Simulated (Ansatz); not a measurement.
# CuH8: the cost of one run

Program: Ansatz 0.2.0. Level of theory: DFT PBE, scalar-relativistic, plane waves, PAW. These are calculated values, not measurements.

## 1. The structure to begin with

Symmetry: P4/mmm, No. 123, tetragonal system. The conventional cell has a = 4.178 Å, b = 4.178 Å, c = 4.422 Å, α = 90.00°, β = 90.00°, γ = 90.00°. Cu (site symmetry 4/mmm) has 4 H at 1.38 Å as nearest neighbours. H (site symmetry m2m) is surrounded by 1 Cu at 1.38 Å. Around H (site symmetry m2m) lie 2 H at 1.31 Å.

As a file:

```
CELL_PARAMETERS angstrom
4.17847 0.00000 0.00000
0.00000 4.17847 0.00000
0.00000 0.00000 4.42197
ATOMIC_POSITIONS crystal
Cu 0.00000 0.00000 0.00000
H 0.32945 0.00000 0.00000
H 0.67055 0.00000 0.00000
H 0.00000 0.32945 0.00000
H 0.00000 0.67055 0.00000
H 0.27769 0.50000 0.50000
H 0.72231 0.50000 0.50000
H 0.50000 0.27769 0.50000
H 0.50000 0.72231 0.50000
```

The cell is invented: random cell by space group and Wyckoff sites (P4/mmm, No. 123). The dimensions are guesses.

## 2. Probe: one point on a coarse mesh

input.yaml

```yaml
crystal:
  lattice:
    - [4.17847272, 0.0, 0.0]
    - [0.0, 4.17847272, 0.0]
    - [0.0, 0.0, 4.42196596]
  atoms:
    - { symbol: Cu, position: [0.0, 0.0, 0.0] }
    - { symbol: H, position: [0.32945416, 0.0, 0.0] }
    - { symbol: H, position: [0.67054584, 0.0, 0.0] }
    - { symbol: H, position: [0.0, 0.32945416, 0.0] }
    - { symbol: H, position: [0.0, 0.67054584, 0.0] }
    - { symbol: H, position: [0.277693, 0.5, 0.5] }
    - { symbol: H, position: [0.722307, 0.5, 0.5] }
    - { symbol: H, position: [0.5, 0.277693, 0.5] }
    - { symbol: H, position: [0.5, 0.722307, 0.5] }
basis:
  ecutwfc: 420
kpoints:
  mp_grid: { grid: [4, 4, 4] }
hamiltonian:
  xc: pbe
scf:
  occupations: { method: gaussian, width: 0.1 }
  lower_state_search: "off"
output:
  forces: true
  stress: true
  eigenvalues: true
```

Started as:

```sh
$ ansatz run input.yaml --threads 1 --pin off --max-ram 2048MiB --backend cpu --events-out ev --progress --plain --runs-dir out
```

**Question.** How long does this run take on 1 thread of Arm Neoverse N1, shared host, and how much memory does it need?

About 4.2 s, with a peak of 0.36 GiB.
